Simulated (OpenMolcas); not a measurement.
# Fe²⁺ among point charges: CASSCF and CASPT2 levels and susceptibility

Aim: the splitting of the states of Fe²⁺ in the field of 6 point charges, its lowest levels with spin-orbit coupling and its magnetic susceptibility.

The numbers are computed with OpenMolcas 26.06 (state-averaged CASSCF and CASPT2, spin-orbit coupling by RASSI with atomic mean-field integrals), except any that are marked as measured or tabulated.

## 1. Starting point

- Species: Fe²⁺ (iron, Z = 26, 24 electrons)
- Basis: ANO-RCC-VDZP [5s4p2d1f], 34 functions
- Scalar Hamiltonian: DKH2, point nucleus
- Inactive shells: 1s 2s 2p 3s 3p
- Active space: 6 electrons in 5 orbitals (3d)
- Some configurations of this space: 3d⁶
- Orbitals: optimised for each spin and parity, averaged over all roots

The outer shells:

3d6
```
3d [↑↓][↑ ][↑ ][↑ ][↑ ]
```

The ion sits among 6 point charges of -1 e arranged as a tetragonal octahedron (D4h), 1.73 Å from the ion, with the axial distance 1.626 Å.

The work runs as a chain of OpenMolcas steps in one folder; each step below is one input file. Labels, J, g values, rates, χT and fits are worked out afterwards by a script from the matrices that RASSI stores. The input lists half of the charges; inversion (Group=XYZ) makes the rest.

## 2. One- and two-electron integrals

a.inp reads:

```
&GATEWAY
Coord
1

Fe 0.0 0.0 0.0
Basis=ANO-RCC-VDZP
Group=XYZ
NoMove
AngMom=0.0 0.0 0.0
AMFI
XField
3 Angstrom 0
1.730000 0.000000 0.000000 -1.000000
0.000000 1.730000 0.000000 -1.000000
0.000000 0.000000 1.626200 -1.000000
&SEWARD
```

On the command line:

```console
$ OMP_NUM_THREADS=1 MOLCAS_MEM=1689 MOLCAS_PROJECT=a pymolcas a.inp > a.log
```

## 3. CASSCF: quintets of even parity, 5 roots

a.inp reads:

```
&RASSCF
FileOrb=start.orb
Symmetry=1
Spin=5
nActEl=6 0 0
Inactive=3 6
Ras2=5 0
CIRoot=5 5 1
SDav=5
CIMx=300
Iter=120 100
PrWF=0.3
OrbListing=Nothing
MaxOrb=0
>>> COPY $Project.JobIph JOB001
```

start.orb holds the contracted functions of the basis, ordered by shell, or the orbitals of the step before.

## 4. CASSCF: triplets of even parity, 45 roots

a.inp reads:

```
&RASSCF
FileOrb=start.orb
Symmetry=1
Spin=3
nActEl=6 0 0
Inactive=3 6
Ras2=5 0
CIRoot=45 45 1
SDav=45
CIMx=300
Iter=120 100
PrWF=0.3
OrbListing=Nothing
MaxOrb=0
>>> COPY $Project.JobIph JOB002
```

## 5. Reference wave functions, singlets of even parity, 50 roots

a.inp reads:

```
&RASSCF
FileOrb=start.orb
Symmetry=1
Spin=1
nActEl=6 0 0
Inactive=3 6
Ras2=5 0
CIRoot=50 50 1
SDav=50
CIMx=300
Iter=120 100
PrWF=0.3
OrbListing=Nothing
MaxOrb=0
>>> COPY $Project.JobIph JOB003
```

## 6. State interaction with spin-orbit coupling

a.inp reads:

```
&RASSI
NrOfJobIphs=3 5 45 50
1 2 3 4 5
1 2 3 4 5 6 7 8 9 10 11 12 13 14 15 16 17 18 19 20 21 22 23 24 25 26 27
28 29 30 31 32 33 34 35 36 37 38 39 40 41 42 43 44 45
1 2 3 4 5 6 7 8 9 10 11 12 13 14 15 16 17 18 19 20 21 22 23 24 25 26 27
28 29 30 31 32 33 34 35 36 37 38 39 40 41 42 43 44 45 46 47 48 49 50
IphNames
JOB001
JOB002
JOB003
EJob
SpinOrbit
DIPRint=1.0
SOCoupling=1000.0
Subsets=2
Property=9
'ANGMOM' 1 'ANGMOM' 2 'ANGMOM' 3 'MLTPL  1' 1 'MLTPL  1' 2 'MLTPL  1' 3
'AMFI' 1 'AMFI' 2 'AMFI' 3
SOProperty=3
'ANGMOM' 1 'ANGMOM' 2 'ANGMOM' 3
```

## 7. CASPT2: IPEA 0.25, imaginary shift 0.1 (closed shells correlated: 3s 3p)

a.inp reads:

```
>>> COPY JOB001 $Project.JobIph
&CASPT2
Multistate=5 1 2 3 4 5
NoMult
Frozen=2 3
IPEA=0.25
Imaginary=0.1
MaxIter=60
WThr=0.0 0.3 0.05
PrWF=0.5
NoMix
>>> COPY JOB002 $Project.JobIph
&CASPT2
Multistate=45 1 2 3 4 5 6 7 8 9 10 11 12 13 14 15 16 17 18 19 20 21 22
23 24 25 26 27 28 29 30 31 32 33 34 35 36 37 38 39 40 41 42 43 44 45
NoMult
Frozen=2 3
IPEA=0.25
Imaginary=0.1
MaxIter=60
WThr=0.0 0.3 0.05
PrWF=0.5
NoMix
>>> COPY JOB003 $Project.JobIph
&CASPT2
Multistate=50 1 2 3 4 5 6 7 8 9 10 11 12 13 14 15 16 17 18 19 20 21 22
23 24 25 26 27 28 29 30 31 32 33 34 35 36 37 38 39 40 41 42 43 44 45 46
47 48 49 50
NoMult
Frozen=2 3
IPEA=0.25
Imaginary=0.1
MaxIter=60
WThr=0.0 0.3 0.05
PrWF=0.5
NoMix
```

(Steps that only read results are left out.)

Q: Predict the outcome of this session. Wanted: spin-free ground state; first state of the same spin within the active space; lowest level; next level.

As calculated:

```
                                            quantity                                                                        value
                                              method  SS-CASPT2, IPEA 0.25, imaginary shift 0.1 (closed shells correlated: 3s 3p)
                              spin-free ground state                                              5B2, 1-fold in its orbital part
first state of the same spin within the active space                                                              5E at 1230 cm⁻¹
                                        lowest level                                                                    1-fold B2
                                          next level                                                                     1.0 cm⁻¹
                                         χT at 300 K                                                               3.55 cm³ K/mol
                           effective moment at 300 K                                                                      5.33 μB
```

Cost by method:

| method | time of its own steps | time with the reference |
| --- | --- | --- |
| A. CASSCF | 26 s | 26 s |
| B. SS-CASPT2, IPEA 0.25, imaginary shift 0.1, +3s 3p | 7.5 s | 34 s |

Times are of one thread on a shared host.

In words: The spin-free ground state (5B2) comes to 100 % from free-ion D terms and keeps the highest spin of the shell. χT at 300 K is 3.55, against 3.01 cm³ K/mol for the spin alone, so orbital moment adds to it. An active space of the d shell alone favours high spin; real ions in strong fields can be low spin. The field of point charges can differ much from that of real complexes. With metal d orbitals alone active, the gaps between spin states are rough; where two lie within a few thousand cm-1, their order is open. Point charges carry no covalency, so the field is a model and not that of real ligands.
